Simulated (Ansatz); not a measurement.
Predict the output of the script below (Ansatz 0.2.0, Python API).

`methods_c2h7bs.py`:
```python
"""One geometry of C2H7BS, method by method."""

import ansatz as az

GEOMETRY = """
C    -1.30050    0.34520    0.02900
C    -0.23760   -0.51810    0.52700
B     1.16470    0.12640    0.23030
S     2.51250   -0.75660   -0.85850
H    -1.25570    0.53160   -1.09820
H    -1.31520    1.39280    0.52610
H    -2.30550   -0.07860    0.23190
H    -0.31050   -0.64760    1.61540
H    -0.29940   -1.48650    0.06790
H     1.48260    1.17180    0.73940
H     1.93000   -0.13740   -1.98950
"""


def main() -> None:
    mol = az.Crystal.molecule()
    for line in GEOMETRY.strip().splitlines():
        symbol, *xyz = line.split()
        mol = mol.atom(symbol, [float(v) for v in xyz])

    job = mol.calculation().basis(gaussian="cc-pVDZ")

    methods = ["mp2", "ccsd", "ccsd_t"]
    batch = az.Session.batch([job.correlation(m).input() for m in methods])
    reports = sorted(batch.plan().execute().molecular_reports, key=lambda each: each["member"])
    print(f"Hartree-Fock reference {reports[0]['reference_energy_ev'] / 27.211386246:.6f} Ha")
    best = reports[-1]["free_energy_ev"] - reports[-1]["reference_energy_ev"]
    for method, each in zip(methods, reports):
        gained = each["free_energy_ev"] - each["reference_energy_ev"]
        print(f"{method:8s} total {each['free_energy_ev'] / 27.211386246:.6f} Ha  correlation {gained:9.4f} eV  ({100 * gained / best:.1f} % of the last)")


if __name__ == "__main__":
    main()
```

```console
$ python methods_c2h7bs.py
Hartree-Fock reference -502.026347 Ha
mp2      total -502.534465 Ha  correlation  -13.8266 eV  (87.0 % of the last)
ccsd     total -502.594238 Ha  correlation  -15.4531 eV  (97.2 % of the last)
ccsd_t   total -502.610636 Ha  correlation  -15.8993 eV  (100.0 % of the last)
```

What to keep in mind:
- Total energies depend on the basis set; only differences at equal settings carry meaning.
- The geometry is a force-field or estimated start, not a minimum of this method, and the basis set is short of its limit. A lower total doesn't mark the better method: functionals have no common bound, and MP2 and coupled cluster aren't variational.
- Inner cores stay frozen, so this is valence correlation.
- For Al to Cl the sets with a tight d function, cc-pV(X+d)Z, are usual.

(Lines on the test bed's own set-up are left out of the output.)
